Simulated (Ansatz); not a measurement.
# GaH8NSi: the cost of one run

Program: Ansatz 0.2.0, Gaussian basis. Level of theory: PBE0-D4, def2-SVP first, then def2-TZVP. These are calculated values, not measurements.

152 further runs of the same task are left out: 152 set aside as unsound or not needed.

## Step 1: Where the work starts

The guess: 11 atoms, charge 0, spin multiplicity 1.

Atoms are counted from 1 here; the program's logs count them from 0.

Bond lengths: Ga1–Si2 2.553 Å, Ga1–H3 1.558 Å, Ga1–H4 1.558 Å, Ga1–H5 1.810 Å, Ga1–N6 1.975 Å, Si2–H7 1.475 Å, Si2–H8 1.476 Å, Si2–H9 1.479 Å, N6–H10 1.016 Å, N6–H11 1.016 Å. Angles: Si2–Ga1–H3 110.2°, Si2–Ga1–H4 110.9°, Si2–Ga1–H5 49.7°, Si2–Ga1–N6 93.8°, H3–Ga1–H4 115.8°, H3–Ga1–H5 121.7°, H3–Ga1–N6 111.8°, H4–Ga1–H5 122.5°, H4–Ga1–N6 112.3°, H5–Ga1–N6 44.1°, Ga1–Si2–H7 119.5°, Ga1–Si2–H8 125.3°, Ga1–Si2–H9 94.7°, H7–Si2–H8 105.2°, H7–Si2–H9 104.2°, H8–Si2–H9 103.7°, Ga1–N6–H10 125.7°, Ga1–N6–H11 125.6° and more.

Geometry (Å):

```
Ga   -0.3605    0.0395   -1.1335
Si    0.4867   -1.3009    0.8670
H     0.6944    0.0191   -2.2804
H    -1.8012   -0.4036   -1.5296
H     0.0663    0.5781    0.5410
N    -0.3480    1.7556   -0.1553
H     1.9153   -1.2417    1.2295
H    -0.2300   -1.4675    2.1463
H     0.3334   -2.6144    0.2052
H    -1.1499    2.1859    0.2975
H     0.3935    2.4499   -0.1877
```

Distances that are to change: Ga1–N6 1.98 Å, Si2–H5 1.95 Å, Ga1–Si2 2.55 Å, H5–N6 1.43 Å.

## Step 2: Constrained relaxation of the guess

Contents of hold/in.yaml:

```yaml
crystal:
  periodic: [false, false, false]
  atoms:
    - {symbol: Ga, position_ang: [-0.360500, 0.039500, -1.133500]}
    - {symbol: Si, position_ang: [0.486700, -1.300900, 0.867000]}
    - {symbol: H, position_ang: [0.694400, 0.019100, -2.280400]}
    - {symbol: H, position_ang: [-1.801200, -0.403600, -1.529600]}
    - {symbol: H, position_ang: [0.066300, 0.578100, 0.541000]}
    - {symbol: N, position_ang: [-0.348000, 1.755600, -0.155300]}
    - {symbol: H, position_ang: [1.915300, -1.241700, 1.229500]}
    - {symbol: H, position_ang: [-0.230000, -1.467500, 2.146300]}
    - {symbol: H, position_ang: [0.333400, -2.614400, 0.205200]}
    - {symbol: H, position_ang: [-1.149900, 2.185900, 0.297500]}
    - {symbol: H, position_ang: [0.393500, 2.449900, -0.187700]}
basis:
  gaussian: {orbitals: def2-SVP}
hamiltonian: {xc: pbe0, dispersion: d4}
relax: {f_tol: 0.04, max_steps: 150, escape_saddle: false, constraints: [{distance: [0, 5]}, {distance: [1, 4]}, {distance: [0, 1]}, {distance: [4, 5]}]}
```

Command:

```console
> ansatz run in.yaml --threads 4 --pin off --events-out ev --progress --plain --max-ram 9574MiB
```

**Question.** How long does this run take on 4 threads of Arm Neoverse V2, shared host?

About 7 s.
